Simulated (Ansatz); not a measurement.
# SiNH4F (SMILES N[SiH2]F): B3LYP/6-31G(d) (spherical functions)

Aim: the electronic atomisation energy of SiNH4F at B3LYP/6-31G* (spherical functions), from 5 runs. 

The results are computed with Ansatz 0.2.0.

67 further runs of the same task are left out: 67 set aside as unsound or not needed.

**1. The system as given**

The species is SiNH4F (7 atoms), meant as a singlet with charge 0. As SMILES, `N[SiH2]F`. Geometry: relaxed at PBE0-D4/def2-TZVP. This is one conformer, not always the lowest.

Bond lengths: N1–Si2 1.696 Å, Si2–F3 1.605 Å, N1–H4 1.006 Å, N1–H5 1.006 Å, Si2–H6 1.479 Å, Si2–H7 1.479 Å. Angles: N1–Si2–F3 114.6°, N1–Si2–H6 108.3°, N1–Si2–H7 108.3°, F3–Si2–H6 105.8°, F3–Si2–H7 105.8°, Si2–N1–H4 122.0°, Si2–N1–H5 122.0°, H6–Si2–H7 114.0°, H4–N1–H5 111.8°.

**2. A single-point energy at B3LYP/6-31G(d) (spherical functions)**

The input, molecule.yaml:

```yaml
crystal:
  periodic: [false, false, false]
  atoms:
    - {symbol: "N", position_ang: [-0.761500, 0.339000, -0.625200]}
    - {symbol: Si, position_ang: [0.531100, -0.115700, 0.373400]}
    - {symbol: F, position_ang: [0.515100, -1.653900, 0.829800]}
    - {symbol: H, position_ang: [-0.786600, 0.105100, -1.603600]}
    - {symbol: H, position_ang: [-1.682200, 0.513500, -0.258400]}
    - {symbol: H, position_ang: [0.455900, 0.676200, 1.620700]}
    - {symbol: H, position_ang: [1.789400, 0.068000, -0.382300]}
basis:
  gaussian:
    orbitals: 6-31G_st_-spherical.json
hamiltonian:
  xc: {name: B3LYP}
output: {orbitals: {seedname: orbitals}}
accuracy: high
```

The basis set 6-31G* is read from a file made from the Basis Set Exchange's data (not shown).

The run is started by

```console
ansatz run molecule.yaml --threads 1 --pin off --max-ram 3480MiB --events-out events.jsonl --progress --plain --runs-dir runs
```

Log:

```text
Warning: RAYON_NUM_THREADS=1 ignored (pool sized by the plan → 1); use --threads N
Functional definition: B3LYP
  name "B3LYP"
  parameter a0 = 0.2
  parameter ax = 0.72
  parameter ac = 0.81
  exchange = (1 - a0 - ax)*slater_x + ax*b88_x + a0*exact_x
  correlation = (1 - ac)*vwn_rpa_c + ac*lyp_c
1206 factors; integrals over basis functions are off by at most 3.5e-9 eV
mean field evaluation 1: about -12145.2874 eV, gradient 5.9e1 eV
mean field evaluation 2: about -12136.6111 eV, gradient 8.5e1 eV
mean field evaluation 4: about -12151.5943 eV, gradient 3.2e0 eV
mean field evaluation 8: about -12151.7554 eV, gradient 1.3e-1 eV
mean field evaluation 16: about -12151.7554 eV, gradient 2.6e-6 eV
mean field -12151.75540804 eV, -446.5687744898 hartree, gradient 1.8e-8 eV, S^2 0.000000; 0 other end points of the search recorded, 0 dependent functions left out
reference -12151.75544388 eV, -446.5687758069 hartree; 17, 17 occupied and 37, 37 virtual orbitals, 1206 factors
Total energy: -12151.75544388 eV, -446.5687758069 hartree
```

Wall time 1.9 s (1 thread of Intel Xeon 6975P-C (Granite Rapids), shared host); peak memory 0.17 GiB.

**3. The F atom at the same level**

The input, run.yaml:

```yaml
crystal:
  periodic: [false, false, false]
  atoms:
    - symbol: F
      position_ang: [0.000000, 0.000000, 0.000000]
basis:
  gaussian: {orbitals: 6-31G_st_-spherical.json}
magnetization: {spin_polarized: true, initial_magnetization: 1}
hamiltonian: {xc: {name: B3LYP}}
accuracy: high
```

The basis set 6-31G* is read from a file made from the Basis Set Exchange's data (not shown).

Run the same way, it converges to -99.71458 Eh (log not shown).

**4. The H atom**

The input, job.yaml:

```yaml
crystal:
  periodic: [false, false, false]
  atoms:
    - symbol: H
      position_ang: [0.000000, 0.000000, 0.000000]
basis:
  gaussian: {orbitals: "6-31G*"}
magnetization: {spin_polarized: true, initial_magnetization: 1}
hamiltonian: {xc: {name: B3LYP}}
accuracy: high
```

The run is started by

```console
ansatz run job.yaml --threads 1 --pin off --max-ram 3480MiB --events-out events.jsonl --progress --plain --runs-dir runs
```

Log, cut to the lines that bear on the results:

```text
Warning: RAYON_NUM_THREADS=1 ignored (pool sized by the plan → 1); use --threads N
[... 7 set-up lines as earlier in the session ...]
3 factors; integrals over basis functions are off by at most 5.4e-10 eV
mean field evaluation 1: about -13.6135 eV, gradient 2.1e-1 eV
mean field evaluation 2: about -13.6127 eV, gradient 2.0e-1 eV
mean field evaluation 4: about -13.6131 eV, gradient 4.2e-7 eV
mean field evaluation 8: about -13.6131 eV, gradient 8.0e-10 eV
mean field -13.61309805 eV, -0.5002721262 hartree, gradient 8.6e-9 eV, S^2 0.750000; 0 other end points of the search recorded, 0 dependent functions left out
reference -13.61311596 eV, -0.5002727842 hartree; 1, 0 occupied and 1, 2 virtual orbitals, 3 factors
Total energy: -13.61311596 eV, -0.5002727842 hartree
```

It took 0.08 s on 1 thread of Intel Xeon 6975P-C (Granite Rapids), shared host.

**5. The N atom, same level**

The input, job.yaml:

```yaml
crystal:
  periodic: [false, false, false]
  atoms:
    - symbol: "N"
      position_ang: [0.000000, 0.000000, 0.000000]
basis:
  gaussian:
    orbitals: 6-31G_st_-spherical.json
accuracy: high
magnetization:
  spin_polarized: true
  initial_magnetization: 3
hamiltonian:
  xc: {name: B3LYP}
```

The basis set 6-31G* is read from a file made from the Basis Set Exchange's data (not shown).

Run the same way, it converges to -54.58288 Eh (log not shown).

**6. The Si atom at the same level**

The input, molecule.yaml:

```yaml
crystal:
  periodic: [false, false, false]
  atoms:
    - {symbol: Si, position_ang: [0.000000, 0.000000, 0.000000]}
basis:
  gaussian:
    orbitals: 6-31G_st_-spherical.json
magnetization:
  spin_polarized: true
  initial_magnetization: 2
hamiltonian:
  xc: {name: B3LYP}
accuracy: high
```

The basis set 6-31G* is read from a file made from the Basis Set Exchange's data (not shown).

Run the same way, it converges to -289.36979 Eh (log not shown).

**7. Outcome**

Level: B3LYP/6-31G* (spherical functions).

| quantity | value |
| --- | --- |
| molecule: total energy | -446.56878 Eh |
| molecule: HOMO energy | -7.50 eV |
| molecule: LUMO energy | 1.21 eV |
| molecule: HOMO–LUMO gap | 8.71 eV |
| F atom: total energy | -99.71458 Eh |
| F atom: ⟨S²⟩ | 0.751 |
| H atom: total energy | -0.50027 Eh |
| H atom: ⟨S²⟩ | 0.750 |
| N atom: total energy | -54.58288 Eh |
| N atom: ⟨S²⟩ | 3.752 |
| Si atom: total energy | -289.36979 Eh |
| Si atom: ⟨S²⟩ | 2.002 |
| electronic atomisation energy | 24.502 eV |

What this shows: Taking the molecule apart into free atoms costs 24.50 eV (565 kcal/mol), before zero-point energy and without spin-orbit coupling.
